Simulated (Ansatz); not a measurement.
# NaLaMnMoO6 (P2_1) in Ansatz: single point with PBE

Aim: the single point of NaLaMnMoO6 with PBE.

All numbers are computed with Ansatz 0.2.0; they aren't measurements. Logs are shortened: lines on timing, memory, paths and dates and some standing lists are left out, and cuts for length are marked.

## (1) Starting point

The structure is monoclinic, space group P2_1 (No. 4). Conventional cell: a = 5.557 Å, b = 5.598 Å, c = 8.025 Å, α = 90.00°, β = 90.44°, γ = 90.00°. Na (site symmetry 1) has 4 O at 2.36 to 2.63 Å as nearest neighbours. La (site symmetry 1) has 8 O at 2.40 to 2.69 Å as nearest neighbours. Mn (site symmetry 1) is surrounded by 6 O at 2.07 to 2.20 Å. Around Mo (site symmetry 1) lie 5 O at 1.83 to 2.03 Å. O (site symmetry 1) has 1 Mo at 1.83 Å and 1 Mn at 2.08 Å as nearest neighbours. O (site symmetry 1) has 1 Mo at 1.87 Å as nearest neighbours. Around O (site symmetry 1) lie 1 Mo at 1.91 Å and 1 Mn at 2.08 Å. O (site symmetry 1) is surrounded by 1 Mo at 2.03 Å and 1 Mn at 2.07 Å.

The cell was built by a generator and needn't be a form met in nature.

## (2) Single point, PBE, collinear spin, ferromagnetic start

Input file input.yaml:

```yaml
crystal:
  lattice:
    - [5.55735, 0.0, 0.00053]
    - [0.0, 5.59794, 0.0]
    - [-0.0629, 0.0, 8.02462]
  atoms:
    - { symbol: Na, position: [0.75008, 0.51572, 0.49924] }
    - { symbol: Na, position: [0.24992, 0.01572, 0.50076] }
    - { symbol: La, position: [0.25715, 0.95896, 0.99937] }
    - { symbol: La, position: [0.74285, 0.45896, 0.00063] }
    - { symbol: Mn, position: [0.24767, 0.48762, 0.25607], spin: 4.0 }
    - { symbol: Mn, position: [0.75233, 0.98762, 0.74393], spin: 4.0 }
    - { symbol: Mo, position: [0.75559, 0.99666, 0.2709], spin: 1.0 }
    - { symbol: Mo, position: [0.24441, 0.49666, 0.7291], spin: 1.0 }
    - { symbol: O, position: [0.67335, 0.9783, 0.49061] }
    - { symbol: O, position: [0.03402, 0.81017, 0.27726] }
    - { symbol: O, position: [0.93353, 0.2891, 0.28026] }
    - { symbol: O, position: [0.47817, 0.20966, 0.19922] }
    - { symbol: O, position: [0.54435, 0.73563, 0.20079] }
    - { symbol: O, position: [0.82956, 0.01818, 0.00392] }
    - { symbol: O, position: [0.32665, 0.4783, 0.50939] }
    - { symbol: O, position: [0.96598, 0.31017, 0.72274] }
    - { symbol: O, position: [0.06647, 0.7891, 0.71974] }
    - { symbol: O, position: [0.52183, 0.70966, 0.80078] }
    - { symbol: O, position: [0.45565, 0.23563, 0.79921] }
    - { symbol: O, position: [0.17044, 0.51818, 0.99608] }
hamiltonian:
  xc: pbe
  pseudopotentials: { kind: nc }
magnetization:
  spin_polarized: true
kpoints:
  mp_grid: { grid: [5, 5, 4] }
scf:
  occupations: { method: fermi_dirac, width: 0.05 }
output:
  forces: true
  stress: true
  eigenvalues: true
  write_density: true
  write_potential: true
  elf: true
  volumetric_format: npy
```

Potentials or basis: Ansatz NC.

Launch:

```
$ ansatz run input.yaml --threads 8 --pin off --max-ram 20480MiB --backend cpu --events-out ev --progress --plain --runs-dir out
```

What it wrote:

```text
Warning: RAYON_NUM_THREADS=8 ignored (pool sized by the plan → 8); use --threads N
Engine: ansatz 0.2.0, aarch64-unknown-linux-gnu
Pseudopotentials: kind: nc
Pseudopotential: Na, nc, valence charge 9, recommended cutoff 1197.300995 eV (normal), Na.nc.azcp
Pseudopotential: La, nc, valence charge 11, recommended cutoff 1496.626244 eV (normal), La.nc.azcp
Pseudopotential: Mn, nc, valence charge 15, recommended cutoff 1306.14654 eV (normal), Mn.nc.azcp
Pseudopotential: Mo, nc, valence charge 14, recommended cutoff 1088.45545 eV (normal), Mo.nc.azcp
Pseudopotential: O, nc, valence charge 6, recommended cutoff 1240 eV (normal), O.nc.azcp
Functional definition: PBE
  parameter kappa = 0.804
  parameter beta = 0.06672455060314922
  exchange = pbe_x(kappa = kappa, mu = beta*pi^2/3)
  correlation = pbe_c(beta = beta)
Crystal: 20 atoms, lattice volume = 249.644 Å³
Basis set: ecut = 1496.626244 eV, 32881 PW (Γ), exchange–correlation on 144×144×216 points (8 copies of the dense FFT grid, shifted against one another)
Bands: 110, of which v1, the nominal top of the filled ones, is band 85 counted from 1 (84 counted from 0)
Symmetry: 2 space group operations
Space group: P21 (ITA 4), of the structure as read, at distance tolerance 6.3e-5 Å
Magnetic group: BNS 4.7 (UNI 14), of the structure as read, at distance tolerance 6.3e-5 Å
k-points: 33 of 100 (time reversal used)
Non-local potential: Na, projectors of the file, l = 0: 2, l = 1: 2
Non-local potential: La, projectors of the file, l = 0: 2, l = 1: 2, l = 2: 2, l = 3: 2
Non-local potential: Mn, projectors of the file, l = 0: 2, l = 1: 2, l = 2: 2
Non-local potential: Mo, projectors of the file, l = 0: 2, l = 1: 2, l = 2: 2, l = 3: 1
Non-local potential: O, projectors of the file, l = 0: 2, l = 1: 2, l = 2: 1
Initial density: superposition of atomic densities (chi_scale 0.1, normalization cell, long waves kept (reshape's long-wave potential 0.09 eV rms))
Starting moments: Σ|m| = 10 μB on 4 of 20 sites
Initial wavefunctions: pseudopotential atomic-orbital guess
Functional: x = pbe(κ = 0.804, μ = 0.2195149727645171), c = pbe(β = 0.06672455060314922)
SCF iter   1: F=—  HF=-19963.248913 eV  |F-HF|=—  |Δ(HF+E_count)|=         —  Δρ=2.17e-1 (↑9.85e-2 ↓2.17e-1)  dr2=3.28e2  dr2_m=1.56e1  M=4.098 μB ∫|m|=4.214 μB  β_m=0.30  ethr=3.10e-3  ⟨swp⟩=20.8  Hψ=60712  notcnv=0  defer=114
preconditioner: auto → Kerker (q_TF=auto, 2.559 Å⁻¹)  [metal: Δε(μ)=0.002 eV  Ē_g=10.607 eV  σ=0.050 eV  W_gap=0.01  n_scr=66 (ndim 8)  ℏωp=26.8 eV  f_vac=0.000  D(μ)=20.01/eV (n_scr^D=228)]
spin=Collinear: Kerker preconditioning applied to the charge; magnetization (m = ρ↑ − ρ↓) channel mixes plain (no charge-response kernel on spin).
[... 20 lines left out ...]
SCF 1 converged in 19 iterations: F = -19932.510110 eV  dr2 = 5.52e-8
SCF converged after 19 iterations
Magnetization: 9.9741 μB (89.9870 up, 80.0130 down)
Absolute magnetization: 10.0464 μB (∫|ρ↑−ρ↓|)
Spin contamination: 0.0422 ħ² per cell (⟨S²⟩ above its minimum at these occupations)
Per-site moments (μB) at R_I (Å): [(0.0001862463713587128, 0.9753502307486921), (0.00018624637135882473, 0.9753502307486924), (0.0079604951901315, 0.9899331353736137), (0.007960495190131468, 0.9899331353736137), (3.7973886352635353, 0.853307795254358), (3.7973886352635398, 0.853307795254358), (0.19213695671223202, 0.7539388539483854), (0.19213695671223144, 0.7539388539483853), (0.02417688175322749, 0.7539388539483854), (0.03655415890172171, 0.7701136812786507), (0.039137506146770654, 0.7894107455575924), (0.04277262263307088, 0.836854005542629), (0.03147429593195143, 0.8061851665837532), (0.06187069435638827, 0.8801448427873789), (0.024176881753227703, 0.7539388539483853), (0.03655415890172169, 0.7701136812786501), (0.03913750614677055, 0.7894107455575926), (0.04277262263307105, 0.8368540055426293), (0.03147429593195082, 0.8061851665837532), (0.06187069435638764, 0.8801448427873784)]
Free energy (F): -19932.510110 eV
Harris-Foulkes:  -19932.510110 eV  (|F-HF|=4.33e-8)
Internal energy: -19932.505280 eV  (E = F + TS)
E sigma→0 (E₀):  -19932.507695 eV
Entropy (-TS):   -0.004830 eV (-0.242 meV/atom)
Fermi energy:    11.195745 eV
--- Per-component energies (eV) ---
  E_band       = -1311.961326
  E_kinetic    = 9622.019412
  E_local      = -15877.932803  (includes V_loc(G=0)·N_el)
  E_nonlocal   = -1395.815886
  E_hartree    = 5113.379300
  E_xc         = -4156.781077
  E_vxc        = -3886.995937  (∫ρ·V_xc dr)
  E_ewald      = -13237.374226
  E_smearing   = -0.004830  (= −TS)
  E_closure    = 0.000000  (closes the sum)
  Σ components = -19932.510110   (vs F -19932.510110, Δ=0.00e0)
--- Forces (eV/Å), atoms counted from 1 ---
  atom   1  Na     0.00041200     0.00049384    -0.00021371
  atom   2  Na    -0.00041200     0.00049384     0.00021371
  atom   3  La     0.00422926     0.00332264     0.00037896
  atom   4  La    -0.00422926     0.00332264    -0.00037896
  atom   5  Mn     0.00324996     0.01183023    -0.00060534
  atom   6  Mn    -0.00324996     0.01183023     0.00060534
[... 12 lines left out ...]
  atom  19  O     -0.00780484     0.00028807    -0.00315490
  atom  20  O     -0.00027608    -0.00142218    -0.01376344
  max |Σ_I F_I| component: 3.50e-4 eV/Å
--- Stress (GPa, compression-positive) ---
       -0.067435       0.000000      -0.005990
        0.000000      -0.078184      -0.000000
       -0.005990      -0.000000      -0.074622
  P = ⅓ Tr σ = -0.0734 GPa (-0.734 kbar)
--- Band table (eV; the first three rows and the last of 66) ---
  k-point 0 ↑: bands = ["-70.1541", "-70.1541", "-52.5399", "-52.5399", "-40.7552", "-40.7546", "-39.0731", "-39.0731", "-39.0506", "-39.0506", "-39.0344", "-39.0344", "-26.7261", "-26.7255", "-26.6736", "-26.6736", "-26.6543", "-26.6541", "-20.8175", "-20.7002", "-12.7196", "-12.7132", "-12.7020", "-12.6953", "-12.6834", "-12.6781", "-8.5396", "-8.3053", "-7.9663", "-7.9337", "-7.8026", "-7.7223", "-7.6262", "-7.5480", "-7.1979", "-7.1479", "-7.1122", "-6.9976", "-4.5497", "-4.5159", "-4.3701", "-3.9235", "-3.8458", "-3.7030", "3.6252", "4.1476", "4.2086", "4.2231", "4.2923", "4.2985", "4.6898", "4.7321", "4.8035", "4.8994", "5.3409", "5.3966", "6.0127", "6.0652", "6.0969", "6.1633", "6.2899", "6.5506", "6.6844", "6.7462", "6.7600", "7.0424", "7.3901", "7.4635", "7.5324", "7.6254", "7.7377", "7.8124", "7.9682", "8.0596", "8.1036", "8.2272", "8.2704", "8.3131", "8.4155", "8.5081", "8.8258", "8.8769", "9.0420", "9.0701", "9.4253", "9.4741", "10.0467", "10.0602", "10.2449", "10.6927", "11.6890", "11.9342", "11.9394", "11.9878", "12.0274", "12.1990", "13.9305", "13.9689", "14.0043", "14.0241", "14.0735", "14.1075", "14.1209", "14.1301", "14.2098", "14.2350", "14.2655", "14.2687", "14.3038", "14.4230"]
  k-point 1 ↑: bands = ["-70.1541", "-70.1541", "-52.5399", "-52.5399", "-40.7552", "-40.7546", "-39.0731", "-39.0731", "-39.0506", "-39.0506", "-39.0344", "-39.0344", "-26.7260", "-26.7256", "-26.6737", "-26.6736", "-26.6542", "-26.6541", "-20.8175", "-20.7002", "-12.7196", "-12.7132", "-12.7017", "-12.6952", "-12.6834", "-12.6781", "-8.5883", "-8.2171", "-7.9492", "-7.9362", "-7.7973", "-7.7404", "-7.6503", "-7.5406", "-7.2042", "-7.1511", "-7.1397", "-6.9950", "-4.5505", "-4.5162", "-4.3696", "-3.9257", "-3.8477", "-3.7014", "3.7453", "4.1636", "4.2463", "4.2906", "4.3138", "4.3852", "4.6697", "4.7001", "4.7989", "4.8916", "5.3537", "5.4332", "5.9122", "6.0076", "6.0627", "6.1097", "6.2824", "6.5220", "6.6978", "6.7334", "6.7865", "6.8179", "7.3823", "7.4307", "7.4962", "7.5862", "7.7295", "7.7598", "7.9106", "7.9331", "8.1333", "8.1579", "8.2858", "8.3153", "8.3870", "8.5035", "8.8718", "9.0047", "9.0947", "9.1322", "9.4225", "9.4955", "10.0372", "10.0997", "10.4689", "10.8976", "11.7076", "11.8920", "11.9083", "11.9666", "12.0253", "12.1644", "13.9299", "13.9659", "14.0044", "14.0684", "14.0759", "14.1085", "14.1298", "14.1333", "14.2103", "14.2353", "14.2663", "14.2683", "14.3036", "14.4263"]
  k-point 2 ↑: bands = ["-70.1541", "-70.1541", "-52.5399", "-52.5399", "-40.7552", "-40.7546", "-39.0731", "-39.0731", "-39.0506", "-39.0506", "-39.0344", "-39.0344", "-26.7259", "-26.7257", "-26.6737", "-26.6735", "-26.6542", "-26.6542", "-20.8175", "-20.7002", "-12.7196", "-12.7132", "-12.7014", "-12.6952", "-12.6834", "-12.6781", "-8.6221", "-8.1324", "-7.9416", "-7.9252", "-7.8105", "-7.7556", "-7.6710", "-7.5360", "-7.2096", "-7.1696", "-7.1521", "-6.9933", "-4.5514", "-4.5165", "-4.3690", "-3.9279", "-3.8496", "-3.6999", "3.9256", "4.0791", "4.2522", "4.2934", "4.3641", "4.6096", "4.6364", "4.7735", "4.8074", "4.8783", "5.4104", "5.4341", "5.6978", "5.8325", "6.0343", "6.1427", "6.1808", "6.3270", "6.6943", "6.7592", "6.8618", "6.8787", "7.2981", "7.4104", "7.4325", "7.5243", "7.7227", "7.7312", "7.8168", "7.9159", "8.0911", "8.1836", "8.2381", "8.3105", "8.4352", "8.4958", "8.9032", "9.0403", "9.2054", "9.2657", "9.4295", "9.4336", "10.0253", "10.0899", "10.6919", "11.0951", "11.7658", "11.8118", "11.9018", "11.9380", "12.0173", "12.1308", "13.9292", "13.9646", "14.0055", "14.0769", "14.0836", "14.1133", "14.1359", "14.1446", "14.2107", "14.2355", "14.2671", "14.2678", "14.3028", "14.4302"]
  k-point 32 ↓: bands = ["-66.1120", "-66.1120", "-52.2734", "-52.2734", "-40.7549", "-40.7549", "-34.7836", "-34.7836", "-34.7602", "-34.7602", "-34.7298", "-34.7298", "-26.4431", "-26.4430", "-26.3967", "-26.3967", "-26.3625", "-26.3623", "-20.7542", "-20.7418", "-12.7222", "-12.7209", "-12.6975", "-12.6961", "-12.6823", "-12.6806", "-8.4175", "-8.4021", "-7.9604", "-7.8561", "-7.7433", "-7.6867", "-7.4917", "-7.4167", "-7.2718", "-7.2306", "-6.9983", "-6.9177", "-4.3863", "-4.3199", "-4.1467", "-3.9569", "-3.5583", "-3.4638", "3.8922", "3.9295", "4.4720", "4.5000", "4.6385", "4.6908", "5.1031", "5.2362", "5.2594", "5.3294", "5.4111", "5.4780", "6.1286", "6.2587", "6.3527", "6.4954", "6.6440", "6.6801", "6.7582", "6.8902", "6.9308", "7.0954", "7.2375", "7.3700", "7.4755", "7.5283", "7.7296", "7.8486", "7.9358", "7.9666", "8.0844", "8.1511", "8.2191", "8.3426", "8.6041", "8.6847", "11.5300", "11.5584", "11.9621", "12.0375", "12.1354", "12.2281", "12.9677", "13.0238", "13.0488", "13.0898", "13.1822", "13.2515", "13.7894", "13.8736", "13.9941", "14.0125", "14.0336", "14.0664", "14.1159", "14.1333", "14.1419", "14.1562", "14.1991", "14.2185", "14.2290", "14.2455", "14.3019", "14.3132", "14.3371", "14.3635"]
```

It took 7.7 min on 8 threads of Arm Neoverse V2, shared host; peak memory 11 GiB.

Results:

```yaml
Free_energy: -19932.5101 eV
Pressure: -0.1 GPa
Largest_force: 0.034 eV/Å
Band_gap_on_the_k_mesh: 0.13 eV, indirect (least direct gap 0.18 eV)
Net_moment: 9.97 μB per cell
Absolute_moment: 10.05 μB per cell
Site_moments: Na +0.00; La +0.01; Mn +3.80; Mo +0.19; O +0.02, +0.04, +0.03, +0.06 μB
```

Forces on the atoms (eV/Å):
```
Na   0.000  0.000  0.000
Na   0.000  0.000  0.000
La   0.004  0.003  0.000
La  -0.004  0.003  0.000
Mn   0.003  0.012 -0.001
Mn  -0.003  0.012  0.001
Mo  -0.021  0.020 -0.018
Mo   0.021  0.020  0.018
O    0.007 -0.004 -0.005
O   -0.002 -0.004  0.000
O    0.000 -0.014 -0.002
O    0.011 -0.013  0.004
O    0.008  0.000  0.003
O    0.000 -0.001  0.014
O   -0.007 -0.004  0.005
O    0.002 -0.004  0.000
O    0.000 -0.014  0.002
O   -0.011 -0.013 -0.004
O   -0.008  0.000 -0.003
O    0.000 -0.001 -0.014
```

Caveat: odd divisions of the mesh miss points on the zone boundary, where band edges often lie, so the gap on the mesh can be too wide; spin-orbit coupling is left out, which moves the levels of the heavy elements; only a ferromagnetic start was run, and an antiferromagnetic order may lie lower in energy. A hybrid or GW would open this gap; PBE tends to underestimate it.
